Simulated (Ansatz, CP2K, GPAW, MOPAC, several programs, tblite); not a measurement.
**What each method gives for LiTlS₂ (ordering on zincblende)**

An ordered 4-atom cell of LiTlS₂ on the zincblende lattice (P-4m2), relaxed with r2SCAN in Ansatz, was computed with several methods. Space group P-4m2 (No. 115), tetragonal; a = 4.067 Å, c = 5.719 Å in the conventional setting, 23.65 Å³ an atom. Around Li lie 4 S at 2.42 Å; around S lie 2 Li at 2.42 Å and 2 Tl at 2.55 Å; around Tl lie 4 S at 2.55 Å. Note: simulated data, non-magnetic, for a generated structure that need not be the stable one.

Space group P-4m2 (No. 115). a = 4.067 Å, b = 4.067 Å, c = 5.719 Å, α = 90.00°, β = 90.00°, γ = 90.00°

| atom | site | symmetry | x | y | z |
| --- | --- | --- | --- | --- | --- |
| Li | 1a | -4m2 | 0.0000 | 0.0000 | 0.0000 |
| S | 2g | 2mm. | 0.0000 | 0.5000 | 0.2309 |
| Tl | 1c | -4m2 | 0.5000 | 0.5000 | 0.5000 |

Gaps and times are for a single point on this cell; volume and bulk modulus come from each method's own relaxation or energy curve at fixed shape, which is too stiff where a cell has free coordinates or axes. Times are rough, from shared hosts (Arm Neoverse V2), and each method has its own mesh and cell size. A dagger marks a closed or tiny gap in a crystal that DFT finds insulating: a failure of the method or a wrong SCF state. A double dagger marks a value from a curve with shape and coordinates held. The energy curve of PM7 (MOPAC) is jagged, so its SCF state, and with it the gap, is in doubt. PM6 (MOPAC), PM7 (MOPAC), GFN1-xTB (tblite), GFN2-xTB (tblite) treat a cluster of cells at its zone centre, which samples few k points: where these miss a band edge, the gap comes out too large for that reason alone. Gaps from k meshes are read at a limited set of points (mesh, symmetry points, PBE's band edges), so each method's own least gap may be somewhat smaller. xTB and the PM methods were fitted mostly to molecules, and can miss a solid's gap by electronvolts. Minimal bases can be far off for gaps. GLLB-SC's gap includes the derivative discontinuity. d marks a direct gap, i an indirect one (no mark: not told apart), a dash a value that wasn't computed or didn't pass its checks.

| method | kind | gap (eV) | own volume (Å³/atom) | bulk modulus (GPa) | atoms computed | processor time |
| --- | --- | --- | --- | --- | --- | --- |
| light PBE (260 eV and a coarse mesh) | light plane-wave | 0.84 d | – | – | 4 | 1.1 s |
| GFN1-xTB (tblite) | tight binding | 0.08† | 24.84‡ | 42‡ | 32 | 1.5 s |
| GFN2-xTB (tblite) | tight binding | 0.58 | 23.72‡ | 31‡ | 32 | 2.2 s |
| PM6 (MOPAC) | semi-empirical | 4.00 | – | – | 32 | 3.1 s |
| PBE | semilocal | 0.93 d | 24.29 | 43‡ | 4 | 5.6 s |
| PBE/SZV (CP2K) | small basis | 0.40 d | 24.60‡ | 51‡ | 4 | 7.2 s |
| PBE/single zeta (GPAW) | small basis | 0.84 d | – | – | 4 | 7.5 s |
| PM7 (MOPAC) | semi-empirical | 5.17 | – | – | 32 | 13 s |
| r2SCAN | semilocal | 1.20 d | 23.65 | 50‡ | 4 | 14 s |
| GLLB-SC (GPAW) | model potential | 1.91 | – | – | 4 | 15 s |
| PBE/DZVP (CP2K) | small basis | 0.91 d | 24.60‡ | 43‡ | 4 | 19 s |

Against r2SCAN (1.20 eV) and with closed or daggered gaps left aside, the nearest gap at the points sampled is that of PBE (-0.27 eV) and the farthest that of PM7 (MOPAC) (+3.97 eV). r2SCAN is only a yardstick of convenience: semilocal gaps usually lie below measured ones, which GLLB-SC and hybrids aim to mend.

Volumes against r2SCAN's: PBE +2.7 %.

Spin-orbit coupling is left out; in compounds of Pb, Bi, Tl or Hg it can lower a gap by up to about 1 eV, split its edges or invert the bands.
